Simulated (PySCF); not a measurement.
# Ta(NMe)(SMe)3: geometry, NMR shifts and electronic excitations

What NMR shifts and electronic excitations should Ta(NMe)(SMe)3 (`C[N]=[Ta]([S]C)([S]C)[S]C`) show?

Programs: PySCF 2.14.0, with density-fitted response routines of our own. Each step states its level of theory. These are calculated values for one molecule in the gas phase, unless marked as measured. Atoms count from 0, in the outputs and in this text.

**1. Starting geometry**

21 atoms, charge 0, multiplicity 1; geometry from: GFN2-xTB. The atoms were then displaced at random by about 0.03 Å, so the start is not that level's minimum.

Bonds of the start (Å): Ta0–N1 1.77, Ta0–S6 2.35, Ta0–S11 2.48, Ta0–S16 2.42, N1–C2 1.39, C2–H3 1.24, C2–H4 1.05, C2–H5 1.09, S6–C7 1.81, C7–H8 1.12, C7–H9 1.04, C7–H10 1.17, S11–C12 1.79, C12–H13 1.10, C12–H14 1.02, C12–H15 1.18, S16–C17 1.86, C17–H18 1.12, C17–H19 1.13, C17–H20 1.05.

**2. Geometry optimisation at PBE0-D3(BJ)/def2-SVP**

What the job is given:

```
{"job": {"xc": "PBE0", "basis": "def2-SVP", "d3": "d3bj", "grid": 1, "maxiter": 40, "shake": 0.03, "kind": "geom"}, "charge": 0, "multiplicity": 1}
Ta     0.020380    -0.068480    -1.085740
N      0.000450    -0.005680     0.678670
C      0.000660    -0.011360     2.064050
H      1.022140     0.575750     2.442710
H     -0.859110     0.418660     2.475770
H      0.136120    -1.018150     2.453790
S      1.845140    -1.263500    -1.968500
C      2.776800    -1.922860    -0.568190
H      3.037740    -1.107520     0.150930
H      3.587930    -2.470200    -0.918320
H      2.059940    -2.637620     0.012280
S      0.098050     2.266530    -1.918240
C      0.212070     3.409470    -0.546500
H     -0.577090     3.241730     0.196550
H      0.282690     4.363300    -0.899600
H      1.244450     3.200010    -0.014470
S     -2.097590    -0.956830    -1.850900
C     -3.092330    -1.420480    -0.349710
H     -2.519760    -2.205880     0.207160
H     -4.085900    -1.826140    -0.692940
H     -3.279530    -0.544750     0.201610
```

The run is started by

```bash
$ OMP_NUM_THREADS=1 python probes_run.py task.json out
```

One launch serves the whole session: the jobs run in the order shown.

Output:

```text
step   0  E = -1464.90786866  max force = 0.089825
step   1  E = -1464.94372888  max force = 0.008444
step   2  E = -1464.94536836  max force = 0.004546
step   3  E = -1464.94582519  max force = 0.003432
step   4  E = -1464.94594249  max force = 0.001474
step   5  E = -1464.94601864  max force = 0.001105
step   6  E = -1464.94606673  max force = 0.001631
step   7  E = -1464.94594758  max force = 0.003164
step   8  E = -1464.94625256  max force = 0.002387
step   9  E = -1464.94641987  max force = 0.001442
step  10  E = -1464.94679969  max force = 0.001133
step  11  E = -1464.94688997  max force = 0.000673
step  12  E = -1464.94696989  max force = 0.000879
step  13  E = -1464.94697451  max force = 0.000830
step  14  E = -1464.94698450  max force = 0.000643
step  15  E = -1464.94698938  max force = 0.000391
optimisation converged
```

Wall time 11 min (1 thread of Arm Neoverse V1, shared host); peak memory 1.3 GiB.

Along the way: (the energy doesn't fall at every step)

| step | energy from step 0 (eV) | largest force component (eV/Å) |
| --- | --- | --- |
| 0 | 0.0000 | 4.6190 |
| 1 | -0.9758 | 0.4342 |
| 2 | -1.0204 | 0.2338 |
| 3 | -1.0328 | 0.1765 |
| 4 | -1.0360 | 0.0758 |
| 5 | -1.0381 | 0.0568 |
| 6 | -1.0394 | 0.0839 |
| 7 | -1.0362 | 0.1627 |
| 8 | -1.0445 | 0.1227 |
| 9 | -1.0490 | 0.0742 |
| 10 | -1.0594 | 0.0583 |
| 11 | -1.0618 | 0.0346 |
| 12 | -1.0640 | 0.0452 |
| 13 | -1.0641 | 0.0427 |
| 14 | -1.0644 | 0.0331 |
| 15 | -1.0645 | 0.0201 |

Distances of close pairs at the start and the end, largest changes first:

| bond | before (Å) | after (Å) | change (Å) |
| --- | --- | --- | --- |
| C2–H3 | 1.238 | 1.104 | -0.133 |
| Ta0–S11 | 2.480 | 2.381 | -0.100 |
| C12–H15 | 1.180 | 1.097 | -0.083 |
| C12–H14 | 1.020 | 1.098 | +0.079 |
| C7–H10 | 1.167 | 1.098 | -0.069 |
| C7–H9 | 1.039 | 1.098 | +0.059 |
| C2–H4 | 1.046 | 1.104 | +0.059 |
| C17–H20 | 1.052 | 1.098 | +0.046 |

The next job starts from the end point, and lists it.

| at the end point | value |
| --- | --- |
| point group (found at 0.08 Å tolerance) | C1 |
| rotational constants (GHz, main isotopes) | 0.653, 0.638, 0.492 |
| dipole moment (D) | 4.69 |

**3. Nuclear shieldings: PBE0/def2-TZVP+pcSseg-1**

What the job is given:

```
{"job": {"kind": "nmr", "xc": "PBE0", "basis": {"default": "pcSseg-1", "Ta": "def2-TZVP"}}, "charge": 0, "multiplicity": 1}
Ta    -0.026720    -0.052849    -1.175200
N      0.060072     0.048485     0.579057
C      0.104060     0.100369     1.993436
H      0.853101     0.831364     2.345008
H     -0.873269     0.396245     2.413966
H      0.369006    -0.881870     2.422835
S      2.015700    -1.041895    -1.902129
C      2.656428    -2.025573    -0.505040
H      2.856189    -1.378193     0.358286
H      3.593519    -2.495026    -0.833550
H      1.942599    -2.810414    -0.222996
S     -0.301909     2.176756    -1.962893
C      0.244123     3.307583    -0.641388
H     -0.369141     3.167242     0.257737
H      0.117733     4.333796    -1.012166
H      1.301419     3.140107    -0.399544
S     -1.911416    -1.429277    -1.650579
C     -3.028172    -1.347301    -0.210459
H     -2.523284    -1.725100     0.687849
H     -3.898007    -1.980596    -0.431582
H     -3.368783    -0.317853    -0.040240
```

Level: GIAO PBE0/pcSseg-1 Ta:def2-TZVP NMR shielding, scalar relativity only through core potentials, gas phase.

Output:

```text
coarse grid: 83328 points
cycle   1  E = -1464.7320481628  dE = -1.889e+01  |g| = 1.568e+00  |ddm| = 9.333e+00
cycle   2  E = -1463.5983060489  dE =  1.134e+00  |g| = 2.264e+00  |ddm| = 4.594e+00
cycle   3  E = -1465.3556440061  dE = -1.757e+00  |g| = 3.865e-01  |ddm| = 3.478e+00
cycle   4  E = -1465.3425339353  dE =  1.311e-02  |g| = 4.695e-01  |ddm| = 5.310e-01
cycle   5  E = -1465.3899161133  dE = -4.738e-02  |g| = 9.489e-02  |ddm| = 3.313e-01
cycle   6  E = -1465.3918922068  dE = -1.976e-03  |g| = 1.861e-02  |ddm| = 7.288e-02
cycle   7  E = -1465.3919657208  dE = -7.351e-05  |g| = 6.344e-03  |ddm| = 1.910e-02
cycle   8  E = -1465.3919756402  dE = -9.919e-06  |g| = 1.970e-03  |ddm| = 7.684e-03
final grid: 171080 points
cycle   9  E = -1465.3920929966  dE =  4.130e-06  |g| = 4.538e-03  |ddm| = 5.435e-03
cycle  10  E = -1465.3920541119  dE =  3.888e-05  |g| = 1.339e-02  |ddm| = 1.318e-02
cycle  11  E = -1465.3920977888  dE = -4.368e-05  |g| = 1.298e-03  |ddm| = 9.928e-03
cycle  12  E = -1465.3920981581  dE = -3.693e-07  |g| = 1.845e-04  |ddm| = 1.030e-03
cycle  13  E = -1465.3920981682  dE = -1.003e-08  |g| = 2.682e-05  |ddm| = 2.070e-04
cycle  14  E = -1465.3920981684  dE = -1.910e-10  |g| = 8.400e-06  |ddm| = 2.812e-05
converged SCF energy = -1465.3920981684

GIAO shielding tensors (ppm)
atom      isotropic    diamagn.    paramagn.     s11        s22        s33       span
  0 Ta         nan         nan         nan        nan        nan        nan        nan
  1 N     -126.851     328.916    -455.767   -287.056   -281.177    187.679    474.735
  2 C      135.082     247.777    -112.695    109.735    110.370    185.143     75.408
  3 H       27.416      29.625      -2.209     24.631     26.199     31.417      6.787
  4 H       27.324      29.831      -2.508     24.577     26.243     31.151      6.574
  5 H       27.323      29.763      -2.440     24.596     26.208     31.165      6.569
  6 S      309.393    1060.540    -751.147   -252.892    531.230    649.841    902.733
  7 C      162.495     250.016     -87.521    146.300    160.179    181.006     34.706
  8 H       28.254      31.715      -3.462     23.826     27.296     33.639      9.813
  9 H       29.079      27.618       1.461     23.738     26.659     36.839     13.101
 10 H       28.458      30.943      -2.485     23.890     27.379     34.106     10.216
 11 S      303.056    1060.606    -757.550   -269.680    532.344    646.504    916.184
 12 C      161.895     249.977     -88.082    144.785    159.868    181.033     36.248
 13 H       28.227      31.730      -3.503     23.778     27.316     33.586      9.807
 14 H       29.076      27.622       1.455     23.734     26.665     36.830     13.095
 15 H       28.364      30.931      -2.567     23.895     27.247     33.950     10.055
 16 S      313.908    1060.567    -746.659   -238.858    532.236    648.345    887.204
 17 C      162.446     250.059     -87.613    146.361    159.867    181.108     34.747
 18 H       28.227      31.845      -3.617     23.772     27.313     33.596      9.824
 19 H       29.074      27.718       1.355     23.745     26.659     36.817     13.072
 20 H       28.455      30.969      -2.515     23.916     27.301     34.148     10.233
```

Run time: 1.8 min. Hardware: 1 thread of Arm Neoverse V1, shared host; peak memory 1.5 GiB.

The references, computed at this level on geometries of the same kind, shield at (ppm): ¹H TMS 31.27, ¹³C TMS 184.4, ¹⁵N NH3 265.7, ³³S CS2 496. Their shielding less the atom's gives the shift. The references are single molecules in the gas phase, so shifts against H2O, NH3, PH3, H3PO4 or CFCl3 are not on the usual liquid scales and can be off by tens of ppm. Atoms listed in one row are averaged.

| atoms | environment | σ (ppm) | δ (ppm) |
| --- | --- | --- | --- |
| C2 | carbon bonded to N, 3 H | 135.1 | 49.3 |
| C7, C12, C17 | carbon bonded to S, 3 H | 162.3 | 22.1 |
| H3, H4, H5 | hydrogen on a carbon bonded to N | 27.35 | 3.91 |
| H8, H9, H10, H13, H14 and 4 more | hydrogen on a carbon bonded to S | 28.58 | 2.69 |
| N1 | nitrogen bonded to C, Ta | -126.9 | 392.5 |
| S6, S11, S16 | sulfur bonded to C, Ta | 309 | 187 |

Atoms past Kr carry core potentials, so their printed shieldings have no meaning and are left out of the table.

Charges from the same density, by scheme (e):

| atoms | Mulliken | ESP fit |
| --- | --- | --- |
| Ta0 | 0.85 | 0.95 |
| N1 | -0.51 | -0.32 |
| C2 | -0.09 | -0.22 |
| S6, S11, S16 | -0.30 | -0.32 |
| C7, C12, C17 | -0.39 | -0.41 |

Mayer bond orders: Ta0–N1 2.21, Ta0–S6 1.11, Ta0–S11 1.11, Ta0–S16 1.11, N1–C2 0.99, S6–C7 0.99, S11–C12 0.99, S16–C17 0.99.

With diffuse functions Mulliken charges and Mayer bond orders lose their meaning; the other schemes are steadier.

The fields below are evaluated on a grid from the run's orbitals.

Frontier orbitals at PBE0/def2-TZVP+pcSseg-1, with the share of their density that lies nearest to each atom:

| orbital | energy (eV) | lies on |
| --- | --- | --- |
| HOMO | -6.66 | S6, S11, S16 about 29 % each |
| LUMO | -1.40 | Ta0 51 %; S6 13 %; S11, S16 about 8 % each |

ELF in a plane through or near 7 of the atoms.

Ten even steps from ' ' (0.00) to '@' (1.00):
```
                                                        
                                                        
                                                        
                                                        
                  ::..                                  
        ::**==..%%@@@@==                  ..--..        
      ::@@@@@@##%%@@@@::      ....    ::++@@@@@@==      
      ..##@@@@--****==        ..::..==++==@@@@@@++      
          ..--****==............::..====--##++..        
                  ......::====::..    **@@@@@@::        
                ........::----::..    ..@@@@@@..        
                        ..........                      
                          ....::::..                    
                ..%%@@@@**++++::                        
                ==@@@@@@++@@++==                        
                  --++==##@@%%==                        
                      --@@@@@@##..                      
                        --**++..                        
                                                        
                                                        
```
The map spans 13.0 Å across and 13.8 Å up, centred on the molecule. Atoms in the plane (x, y in Å): C7 (3.0, 1.4), H9 (3.9, 2.0), H10 (3.4, 0.4), C12 (-2.8, 1.9), H15 (-2.1, 2.7), C17 (-0.3, -3.3), H20 (-1.3, -3.1).

On the surface of density 0.002 e/bohr³ the electrostatic potential runs, from the 1st to the 99th percentile, from -1.01 V near S6 to 1.43 V near Ta0.

**4. Ultraviolet spectrum: B3LYP/def2-SVPD**

Settings changed since step 3:

```diff
@@ -1,2 +1,2 @@
-{"job": {"kind": "nmr", "xc": "PBE0", "basis": {"default": "pcSseg-1", "Ta": "def2-TZVP"}}, "charge": 0, "multiplicity": 1}
+{"job": {"kind": "uv", "xc": "B3LYP", "basis": "def2-SVPD", "ip": false, "nstates": 10}, "charge": 0, "multiplicity": 1}
 Ta    -0.026720    -0.052849    -1.175200
```

Method: TDDFT B3LYP/def2-SVPD, vertical, gas phase, core orbitals frozen in the response.

Output:

```text
coarse grid: 83328 points
cycle   1  E = -1463.9056612421  dE = -1.082e+01  |g| = 2.635e+00  |ddm| = 1.057e+01
cycle   2  E = -1459.0408571636  dE =  4.865e+00  |g| = 4.469e+00  |ddm| = 4.086e+01
cycle   3  E = -1465.2109011615  dE = -6.170e+00  |g| = 1.421e+00  |ddm| = 4.062e+01
cycle   4  E = -1465.0562952229  dE =  1.546e-01  |g| = 1.670e+00  |ddm| = 2.493e+00
cycle   5  E = -1465.6732939428  dE = -6.170e-01  |g| = 3.311e-01  |ddm| = 1.525e+00
cycle   6  E = -1465.7025762323  dE = -2.928e-02  |g| = 1.218e-01  |ddm| = 6.938e-01
cycle   7  E = -1465.7065937694  dE = -4.018e-03  |g| = 3.024e-02  |ddm| = 1.938e-01
cycle   8  E = -1465.7068378547  dE = -2.441e-04  |g| = 6.006e-03  |ddm| = 4.309e-02
cycle   9  E = -1465.7068462862  dE = -8.432e-06  |g| = 1.592e-03  |ddm| = 1.216e-02
final grid: 171080 points
cycle  10  E = -1465.7068980773  dE =  1.213e-06  |g| = 2.665e-03  |ddm| = 1.460e-02
cycle  11  E = -1465.7068909388  dE =  7.138e-06  |g| = 5.598e-03  |ddm| = 1.158e-02
cycle  12  E = -1465.7069001896  dE = -9.251e-06  |g| = 6.232e-04  |ddm| = 7.537e-03
cycle  13  E = -1465.7069002672  dE = -7.758e-08  |g| = 2.016e-04  |ddm| = 9.676e-04
cycle  14  E = -1465.7069002762  dE = -9.042e-09  |g| = 5.742e-05  |ddm| = 2.224e-04
cycle  15  E = -1465.7069002771  dE = -8.595e-10  |g| = 7.481e-06  |ddm| = 7.961e-05
converged SCF energy = -1465.7069002771

Static polarisability (au): isotropic 176.913, principal 160.588 183.818 186.335

Singlet excitations
state   eV       nm        f      main configurations
  1   3.9054    317.5   0.02456   H->L 0.80
  2   3.9447    314.3   0.01599   H->L+1 0.61, H->L+2 0.20
  3   3.9768    311.8   0.00820   H->L+2 0.70, H->L+1 0.15
  4   4.2344    292.8   0.00196   H-1->L 0.62, H-2->L+1 0.21
  5   4.3049    288.0   0.00703   H-1->L+1 0.55, H-2->L 0.37
  6   4.3229    286.8   0.01278   H-1->L+2 0.34, H-2->L 0.22, H-1->L+1 0.18
  7   4.3701    283.7   0.01290   H-2->L+2 0.53, H-2->L+1 0.24
  8   4.5447    272.8   0.03164   H-1->L+2 0.33, H-2->L+2 0.15, H-2->L+1 0.12
  9   4.5516    272.4   0.03942   H-2->L+2 0.22, H-1->L+2 0.17, H-2->L+1 0.12
 10   4.7042    263.6   0.00211   H-3->L+1 0.27, H-3->L 0.24, H-4->L 0.24

Triplet excitations (Tamm-Dancoff, eV): 3.5098 3.5516 3.7399 3.8630
```

Wall time 3 min (1 thread of Arm Neoverse V1, shared host); peak memory 1.5 GiB.

The orbitals next to the gap, with their largest atomic shares:

| orbital | eV | atoms |
| --- | --- | --- |
| HOMO−3 | -7.55 | N1 31 %, Ta0 21 %, S6 13 % |
| HOMO−2 | -6.89 | S11 32 %, S16 17 %, S6 14 % |
| HOMO−1 | -6.86 | S6 29 %, S16 24 %, S11 11 % |
| HOMO | -6.43 | S16 28 %, S6 26 %, S11 25 % |
| LUMO | -1.63 | Ta0 52 %, S6 14 %, S16 9 % |
| LUMO+1 | -1.59 | Ta0 52 %, S11 13 %, S16 9 % |
| LUMO+2 | -1.50 | Ta0 37 %, S16 14 %, S11 14 % |

With each of the 10 states as a Gaussian band of 0.4 eV half-width at 1/e, the curve within the window shown has maxima at 280 nm (ε 4,400) L/(mol cm). Beyond the last state computed it falls off for lack of states. The curve at chosen wavelengths:

```csv
nm,ε (L/mol/cm)
248,922
253,1555
258,2313
263,3084
268,3741
273,4190
278,4399
284,4373
289,4195
294,3945
299,3672
304,3396
309,3122
314,2844
319,2555
324,2254
329,1948
334,1645
339,1357
345,1045
350,819
355,629
360,473
365,350
370,254
375,181
```

Leading natural transition orbitals of singlet state 9: the hole lies on N1 28 %; S16 26 %; S6, S11 about 11 % each; the particle on Ta0 41 %; S11 15 %; S6 11 %.

Leading natural transition orbitals of singlet state 1: the hole lies on S16 43 %; S11 24 %; S6 18 %; the particle on Ta0 50 %; S6 13 %; S11, S16 about 8 % each.

Further results of this job:

| property | computed |
| --- | --- |
| dipole moment (D) | 4.28 |
| polarisability (Å³) | 26.22 |
| HOMO–LUMO gap (eV) | 4.79 |
| −ε(HOMO) (eV) | 6.43 |

**5. NMR shieldings: KT2/def2-TZVP+pcSseg-1**

Settings changed since step 4:

```diff
@@ -1,2 +1,2 @@
-{"job": {"kind": "uv", "xc": "B3LYP", "basis": "def2-SVPD", "ip": false, "nstates": 10}, "charge": 0, "multiplicity": 1}
+{"job": {"kind": "nmr", "xc": "KT2", "basis": {"default": "pcSseg-1", "Ta": "def2-TZVP"}, "pop": false}, "charge": 0, "multiplicity": 1}
 Ta    -0.026720    -0.052849    -1.175200
```

Level: GIAO KT2/pcSseg-1 Ta:def2-TZVP NMR shielding, scalar relativity only through core potentials, gas phase.

Output:

```text
coarse grid: 83328 points
cycle   1  E = -1477.9073488795  dE = -1.793e+01  |g| = 2.444e+00  |ddm| = 9.431e+00
cycle   2  E = -1473.7224362137  dE =  4.185e+00  |g| = 4.056e+00  |ddm| = 1.079e+01
cycle   3  E = -1479.0032681119  dE = -5.281e+00  |g| = 1.265e+00  |ddm| = 1.002e+01
cycle   4  E = -1478.3427446783  dE =  6.605e-01  |g| = 2.061e+00  |ddm| = 1.962e+00
cycle   5  E = -1479.3272615123  dE = -9.845e-01  |g| = 4.565e-01  |ddm| = 1.436e+00
cycle   6  E = -1479.3803670829  dE = -5.311e-02  |g| = 1.983e-01  |ddm| = 6.555e-01
cycle   7  E = -1479.3901658667  dE = -9.799e-03  |g| = 5.102e-02  |ddm| = 2.126e-01
cycle   8  E = -1479.3907306500  dE = -5.648e-04  |g| = 2.303e-02  |ddm| = 4.757e-02
cycle   9  E = -1479.3908484636  dE = -1.178e-04  |g| = 7.423e-03  |ddm| = 2.008e-02
cycle  10  E = -1479.3908601179  dE = -1.165e-05  |g| = 2.979e-03  |ddm| = 9.188e-03
cycle  11  E = -1479.3908626568  dE = -2.539e-06  |g| = 1.200e-03  |ddm| = 4.510e-03
final grid: 171080 points
cycle  12  E = -1479.3910331219  dE =  4.067e-06  |g| = 4.035e-03  |ddm| = 5.766e-03
cycle  13  E = -1479.3909618238  dE =  7.130e-05  |g| = 1.694e-02  |ddm| = 1.741e-02
cycle  14  E = -1479.3910361957  dE = -7.437e-05  |g| = 2.325e-03  |ddm| = 1.339e-02
cycle  15  E = -1479.3910377528  dE = -1.557e-06  |g| = 2.903e-04  |ddm| = 2.286e-03
cycle  16  E = -1479.3910377727  dE = -1.986e-08  |g| = 7.900e-05  |ddm| = 3.367e-04
cycle  17  E = -1479.3910377747  dE = -1.990e-09  |g| = 9.398e-06  |ddm| = 9.021e-05
cycle  18  E = -1479.3910377747  dE = -1.864e-11  |g| = 4.132e-06  |ddm| = 1.196e-05
converged SCF energy = -1479.3910377747

GIAO shielding tensors (ppm)
atom      isotropic    diamagn.    paramagn.     s11        s22        s33       span
  0 Ta         nan         nan         nan        nan        nan        nan        nan
  1 N     -108.904     328.812    -437.715   -249.673   -244.071    167.033    416.706
  2 C      132.893     250.373    -117.479    106.901    107.593    184.185     77.285
  3 H       27.058      30.122      -3.064     24.293     25.790     31.090      6.797
  4 H       26.962      30.358      -3.396     24.212     25.820     30.853      6.642
  5 H       26.963      30.281      -3.318     24.243     25.782     30.863      6.620
  6 S      299.974    1062.579    -762.605   -226.506    509.776    616.652    843.158
  7 C      159.768     250.522     -90.753    143.066    156.594    179.645     36.579
  8 H       28.083      32.268      -4.185     23.775     27.255     33.219      9.444
  9 H       28.926      27.388       1.538     23.736     26.694     36.350     12.614
 10 H       28.245      31.317      -3.073     23.837     27.299     33.598      9.761
 11 S      294.982    1062.648    -767.666   -238.811    510.835    612.921    851.733
 12 C      159.173     250.497     -91.324    141.507    156.272    179.741     38.234
 13 H       28.057      32.277      -4.220     23.722     27.274     33.173      9.451
 14 H       28.922      27.395       1.527     23.728     26.697     36.340     12.611
 15 H       28.155      31.304      -3.150     23.846     27.174     33.444      9.597
 16 S      305.388    1062.615    -757.227   -209.790    510.857    615.096    824.885
 17 C      159.776     250.589     -90.812    143.231    156.302    179.796     36.564
 18 H       28.052      32.407      -4.356     23.701     27.273     33.181      9.480
 19 H       28.921      27.504       1.417     23.749     26.691     36.322     12.573
 20 H       28.242      31.339      -3.096     23.859     27.220     33.648      9.788
```

Wall time 1.7 min (1 thread of Arm Neoverse V1, shared host); peak memory 1.3 GiB.

In short: δ C2 50.3, C7 23.6, N1 373.2, S6 219, H3 4.18, H8 2.78 ppm (means over like atoms).

**6. Side by side: NMR shifts**

Shifts (ppm), means over like atoms, with basis size and wall time:

| run | C2 | C7 | H3 | H8 | N1 | S6 | functions | time |
| --- | --- | --- | --- | --- | --- | --- | --- | --- |
| PBE0/def2-TZVP+pcSseg-1 | 49.3 | 22.1 | 3.91 | 2.69 | 392.5 | 187 | 257 | 1.8 min |
| KT2/def2-TZVP+pcSseg-1 | 50.3 | 23.6 | 4.18 | 2.78 | 373.2 | 219 | 257 | 1.7 min |

**7. Results**

| quantity | value |
| --- | --- |
| point group | C1 |
| rotational constants (main isotopes) | 0.65, 0.64, 0.49 GHz |
| ¹³C shifts against TMS (PBE0/def2-TZVP+pcSseg-1, means over atoms taken as alike) | 49.3, 22.1 ppm |
| ¹H shifts against TMS (PBE0/def2-TZVP+pcSseg-1, means over atoms taken as alike) | 3.91, 2.69 ppm |
| ¹⁵N shifts against NH3 (PBE0/def2-TZVP+pcSseg-1) | 392.5 ppm |
| ³³S shifts against CS2 (PBE0/def2-TZVP+pcSseg-1, means over atoms taken as alike) | 187 ppm |
| surface potential, 1st and 99th percentile | -1.01 V and 1.43 V |
| lowest singlet (B3LYP/def2-SVPD) | 3.91 eV (317 nm), f = 0.025 |
| brightest single state of those computed | state 9, 4.55 eV, f = 0.039 |
| lowest triplet | 3.51 eV |
| range of the shift of S6 | 187 to 219 ppm |

In words: The start was shaken at random, so part of the energy gained undoes that. Over 15 steps the energy fell by 1.065 eV; of the close pairs, C2–H3 changed most, 1.238 to 1.104 Å. No frequency check was run at this level, so the end point may be a saddle. At PBE0/def2-TZVP+pcSseg-1: The largest span, 902 ppm, is at S6, S11, S16, where the paramagnetic term is -752 ppm. At PBE0/def2-TZVP+pcSseg-1, counted by nearest atom on the grid, the HOMO lies on S6, S11, S16 about 29 % each, the LUMO on Ta0 51 %; S6 13 %. The first singlet state (HOMO→LUMO 0.80) lies at 3.91 eV and is weak; of the 10 states computed, the strongest absorption comes from states 8 to 9 together at 4.55 eV. The lowest triplet lies 0.40 eV below the lowest singlet (triplets in Tamm-Dancoff, singlets in full TDDFT). Spin-orbit coupling, left out, mixes singlets and triplets in elements this heavy. In ppm, S6 (with its like atoms) moves most: its shift spreads over 32 ppm, from 187 (PBE0/def2-TZVP+pcSseg-1) to 219 (KT2/def2-TZVP+pcSseg-1). Most of that comes from the computed reference, not from the atom's own shielding. Spin-orbit coupling is left out, which matters for shieldings and couplings at and beside the heavy atoms.
